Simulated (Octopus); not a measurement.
# InNH2Cl (SMILES [NH2][In][Cl]): a chain of runs

Aim: energy and gradient (doublet InNH2Cl, UPZ81 LDA), then energy and gradient (singlet InNH2Cl+, PZ81 LDA), then energy and gradient (doublet InNH2Cl, UPZ81 LDA), then energy and gradient (singlet InNH2Cl+, PZ81 LDA) of ClH2InN. The setting varied is the box margin. 

Program for the calculation: Octopus 16.4.

6 further runs of the same task are left out: 6 set aside as unsound or not needed.

## (1) Starting point

InNH2Cl has 5 atoms, charge 0, and is taken as a doublet. As SMILES, `[NH2][In][Cl]`. The shape is that of a PBE0-D4/def2-TZVP optimisation. This is one conformer, not always the lowest.

Bond lengths: N1–In2 2.072 Å, In2–Cl3 2.369 Å, N1–H4 1.015 Å, N1–H5 1.017 Å. Angles: N1–In2–Cl3 113.1°, In2–N1–H4 113.0°, In2–N1–H5 110.3°, H4–N1–H5 107.4°.

## (2) Energy and gradient at UPZ81 LDA (scalar, in the pseudopotentials, pseudodojo_pbesol potentials, box margin 3.5 angstrom, extra states 0, grid spacing 0.17 angstrom, mix field default) (run 1)

On the command line:

```console
$ OMP_NUM_THREADS=1 octopus > gs.log
```

Standard output:

```text
Version                : 16.4
[... 85 lines left out ...]
** Warning:
[... 101 lines left out ...]
Converged eigenvectors: 0
[... 6 lines left out ...]
  [output of 10 eigenvalues skipped: maximum error = 1.1E-01]
[... 19 lines left out ...]
#  State  Spin  Eigenvalue [eV]  Occupation    Error
[... 5 lines left out ...]
  [output of 10 eigenvalues skipped: maximum error = 7.2E-02]
[... 58 lines left out ...]
Converged eigenvectors: 0
#  State  Spin  Eigenvalue [eV]  Occupation    Error
[... 5 lines left out ...]
  [output of 10 eigenvalues skipped: maximum error = 1.0E-06]
[... 19 lines left out ...]
#  State  Spin  Eigenvalue [eV]  Occupation    Error
[... 5 lines left out ...]
  [output of 10 eigenvalues skipped: maximum error = 7.1E-07]
[... 15 lines left out ...]
Info: SCF converged in   17 iterations
[... 1 line left out ...]
**   Some of the states are not fully converged!
[... 1 line left out ...]
Octopus emitted 3 warnings.
```

Run time: 32 s. Hardware: 1 thread of Intel Xeon Platinum 8488C (Sapphire Rapids), shared host; peak memory 0.13 GiB.

## (3) The singlet cation: energy and forces at PZ81 LDA (scalar, in the pseudopotentials, pseudodojo_pbesol potentials, box margin 3.5 angstrom, extra states 0, grid spacing 0.17 angstrom, mix field default) (run 2)

On the command line:

```console
$ OMP_NUM_THREADS=1 octopus > gs.log
```

Standard output:

```text
Version                : 16.4
[... 172 lines left out ...]
Converged eigenvectors: 0
#  State  Eigenvalue [eV]  Occupation    Error
[... 9 lines left out ...]
Converged eigenvectors: 0
#  State  Eigenvalue [eV]  Occupation    Error
[... 76 lines left out ...]
Converged eigenvectors: 3
#  State  Eigenvalue [eV]  Occupation    Error
[... 9 lines left out ...]
Converged eigenvectors: 0
#  State  Eigenvalue [eV]  Occupation    Error
[... 6 lines left out ...]
Info: SCF converged in   26 iterations
[... 1 line left out ...]
**   Some of the states are not fully converged!
[... 1 line left out ...]
Octopus emitted 2 warnings.
```

Run time: 25 s. Hardware: 1 thread of Intel Xeon Platinum 8488C (Sapphire Rapids), shared host; peak memory 0.1 GiB.

## (4) Energy and gradient at UPZ81 LDA (scalar, in the pseudopotentials, pseudodojo_pbesol potentials, box margin 4 angstrom, extra states 0, grid spacing 0.170025 angstrom, mix field default) (run 3)

On the command line:

```console
$ OMP_NUM_THREADS=1 octopus > gs.log
```

Standard output:

```text
Version                : 16.4
[... 182 lines left out ...]
Converged eigenvectors: 0
[... 6 lines left out ...]
  [output of 10 eigenvalues skipped: maximum error = 1.1E-01]
[... 19 lines left out ...]
#  State  Spin  Eigenvalue [eV]  Occupation    Error
[... 5 lines left out ...]
  [output of 10 eigenvalues skipped: maximum error = 6.8E-02]
[... 58 lines left out ...]
Converged eigenvectors: 0
#  State  Spin  Eigenvalue [eV]  Occupation    Error
[... 5 lines left out ...]
  [output of 10 eigenvalues skipped: maximum error = 2.0E-06]
[... 19 lines left out ...]
#  State  Spin  Eigenvalue [eV]  Occupation    Error
[... 5 lines left out ...]
  [output of 10 eigenvalues skipped: maximum error = 1.0E-06]
[... 15 lines left out ...]
Info: SCF converged in   17 iterations
[... 1 line left out ...]
**   Some of the states are not fully converged!
[... 1 line left out ...]
Octopus emitted 2 warnings.
```

It took 44 s on 1 thread of Intel Xeon Platinum 8488C (Sapphire Rapids), shared host; peak memory 0.17 GiB.

## (5) The singlet cation: energy and gradient at PZ81 LDA (scalar, in the pseudopotentials, pseudodojo_pbesol potentials, box margin 4 angstrom, extra states 0, grid spacing 0.170025 angstrom, mix field default) (run 4)

On the command line:

```console
$ OMP_NUM_THREADS=1 octopus > gs.log
```

Standard output:

```text
Version                : 16.4
[... 172 lines left out ...]
Converged eigenvectors: 0
#  State  Eigenvalue [eV]  Occupation    Error
[... 9 lines left out ...]
Converged eigenvectors: 0
#  State  Eigenvalue [eV]  Occupation    Error
[... 85 lines left out ...]
Converged eigenvectors: 0
#  State  Eigenvalue [eV]  Occupation    Error
[... 9 lines left out ...]
Converged eigenvectors: 6
#  State  Eigenvalue [eV]  Occupation    Error
[... 6 lines left out ...]
Info: SCF converged in   29 iterations
[... 1 line left out ...]
**   Some of the states are not fully converged!
[... 1 line left out ...]
Octopus emitted 2 warnings.
```

Wall time 40 s (1 thread of Intel Xeon Platinum 8488C (Sapphire Rapids), shared host); peak memory 0.13 GiB.

## (6) Overview of the runs

| run | level | box margin | grid spacing | partner | energy (Eh) | HOMO energy (eV) | wall time |
| --- | --- | --- | --- | --- | --- | --- | --- |
| 1 | UPZ81 LDA (scalar, in the pseudopotentials, pseudodojo_pbesol potentials, box margin 3.5 angstrom, extra states 0, grid spacing 0.17 angstrom, mix field default) | 3.5 | 0.17 | base | -94.072593 | -5.32 | 32 s |
| 2 | PZ81 LDA (scalar, in the pseudopotentials, pseudodojo_pbesol potentials, box margin 3.5 angstrom, extra states 0, grid spacing 0.17 angstrom, mix field default) | 3.5 | 0.17 | cation | -93.765937 | -12.75 | 25 s |
| 3 | UPZ81 LDA (scalar, in the pseudopotentials, pseudodojo_pbesol potentials, box margin 4 angstrom, extra states 0, grid spacing 0.170025 angstrom, mix field default) | 4 | 0.170025 | base | -94.077471 | -5.46 | 44 s |
| 4 | PZ81 LDA (scalar, in the pseudopotentials, pseudodojo_pbesol potentials, box margin 4 angstrom, extra states 0, grid spacing 0.170025 angstrom, mix field default) | 4 | 0.170025 | cation | -93.767570 | -12.79 | 40 s |

## (7) Results

| quantity | value |
| --- | --- |
| singlet cation, run 4: total energy | -93.76757 Eh |
| singlet cation, run 4: HOMO energy | -12.79 eV |
| vertical ionisation energy (to the singlet cation), UPZ81 LDA (run 1, box margin 3.5) | 8.345 eV |
| vertical ionisation energy (to the singlet cation), UPZ81 LDA (run 3, box margin 4) | 8.433 eV |

What this shows: At UPZ81 LDA: the vertical ionisation energy comes to 8.34 eV (192 kcal/mol). Only the singlet of the ionised species was computed; a triplet could lie lower. At UPZ81 LDA: the vertical ionisation energy comes to 8.43 eV (814 kJ/mol). All runs together took 2.3 min, the longest 44 s.
